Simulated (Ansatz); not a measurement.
**Li: stress in a strained cell**

Li is deformed so: equal xy, yz and zx engineering shear strains of +1 %. What stress and forces result, by LAPW, PAW and all-electron datasets made for the crystal?

Program: Ansatz 0.2.0. Level of theory: DFT PBEsol, scalar-relativistic. These are calculated values, not measurements.

## (1) Starting point

It takes space group R-3m (No. 166, trigonal). The conventional cell has a = 3.101 Å, b = 3.101 Å, c = 22.765 Å, α = 90.00°, β = 90.00°, γ = 120.00°. Li (site symmetry -3m) has 12 Li at 3.10 Å as nearest neighbours. Li (site symmetry 3m) is surrounded by 12 Li at 3.09 to 3.10 Å.

Coordinates:

```cif
data_structure
_symmetry_space_group_name_H-M 'R-3m:H'
_symmetry_Int_Tables_number 166
_cell_length_a 3.1010
_cell_length_b 3.1010
_cell_length_c 22.7649
_cell_angle_alpha 90.000
_cell_angle_beta 90.000
_cell_angle_gamma 120.000
_cell_volume 189.58
loop_
_atom_site_label
_atom_site_type_symbol
_atom_site_symmetry_multiplicity
_atom_site_Wyckoff_symbol
_atom_site_fract_x
_atom_site_fract_y
_atom_site_fract_z
_atom_site_occupancy
Li1 Li 3 a 0.00000 0.00000 0.00000 1
Li2 Li 6 c 0.33333 0.66667 0.88867 1
```

The file gives the conventional cell by its symmetry; the runs use the cell typed in the input.

Atoms are numbered in the order of the input: Li1, Li2, Li3.

## (2) After the deformation

Space group R-3m before, P-1 after.

## (3) LAPW, all electrons

Contents of input.yaml:

```yaml
crystal:
  lattice:
    - [1.5929163707, 0.94087499, 7.6005283998]
    - [-1.5080815607, 0.9253700004, 7.5850234102]
    - [0.02898969, -1.7524204905, 7.57934819]
  atoms:
    - { symbol: Li, position: [0.0, 0.0, 0.0] }
    - { symbol: Li, position: [0.222, 0.222, 0.222] }
    - { symbol: Li, position: [0.778, 0.778, 0.778] }
kpoints:
  mp_grid: { grid: [12, 12, 12] }
  band_path:
    path:
      - [0.0, 0.0, 0.0]
      - [-0.5, -0.5, -0.5]
      - [0.5, 0.0, 0.0]
      - [0.0, 0.0, 0.0]
      - [0.0, 0.0, 0.5]
      - [0.0, -0.5, 0.0]
      - [0.0, 0.0, 0.0]
      - [0.5, 0.0, 0.5]
      - [-0.5, -0.5, 0.0]
    npoints: 5
scf:
  occupations: { method: fermi_dirac, width: 0.05 }
hamiltonian:
  xc: pbesol
  pseudopotentials: { kind: all_electron, lapw: { basis_error: 0.001 } }
output:
  forces: true
  stress: true
  eigenvalues: true
```

On the command line:

```
ansatz run input.yaml --threads 1 --pin off --max-ram 6144MiB --backend cpu --events-out ev --progress --plain --runs-dir out
```

## (4) PAW with frozen cores

Contents of input.yaml:

```yaml
crystal:
  lattice:
    - [1.5929163707, 0.94087499, 7.6005283998]
    - [-1.5080815607, 0.9253700004, 7.5850234102]
    - [0.02898969, -1.7524204905, 7.57934819]
  atoms:
    - { symbol: Li, position: [0.0, 0.0, 0.0] }
    - { symbol: Li, position: [0.222, 0.222, 0.222] }
    - { symbol: Li, position: [0.778, 0.778, 0.778] }
kpoints:
  mp_grid: { grid: [12, 12, 12] }
scf:
  occupations: { method: fermi_dirac, width: 0.05 }
hamiltonian:
  xc: pbesol
  pseudopotentials: { kind: paw }
output:
  forces: true
  stress: true
  eigenvalues: true
  efg: { contact_densities: true }
```

## (5) All-electron PAW on datasets made for the crystal

input.yaml, as its differences from that of step 4:

```diff
@@ -15,3 +15,3 @@
   xc: pbesol
-  pseudopotentials: { kind: paw }
+  pseudopotentials: { kind: all_electron, datasets: crystal }
 output:
```

(Steps that only read results are left out.)

What does the calculation give? Wanted: pressure; largest shear or deviatoric stress.

**Answer**, as computed:

| quantity | value |
| --- | --- |
| pressure | LAPW -0.53, PAW -0.53, crystal datasets -0.54 GPa |
| largest shear or deviatoric stress (LAPW) | 0.19 GPa |

The largest part of the stress beyond the pressure is 0.19 GPa in size, in the zz component; the atoms are carried along and not relaxed. No run of the undeformed cell stands beside it, so the pressure holds what the given cell had before the change. PAW: stress within 0.01 GPa of LAPW. Crystal datasets: stress within 0.01 GPa of LAPW.
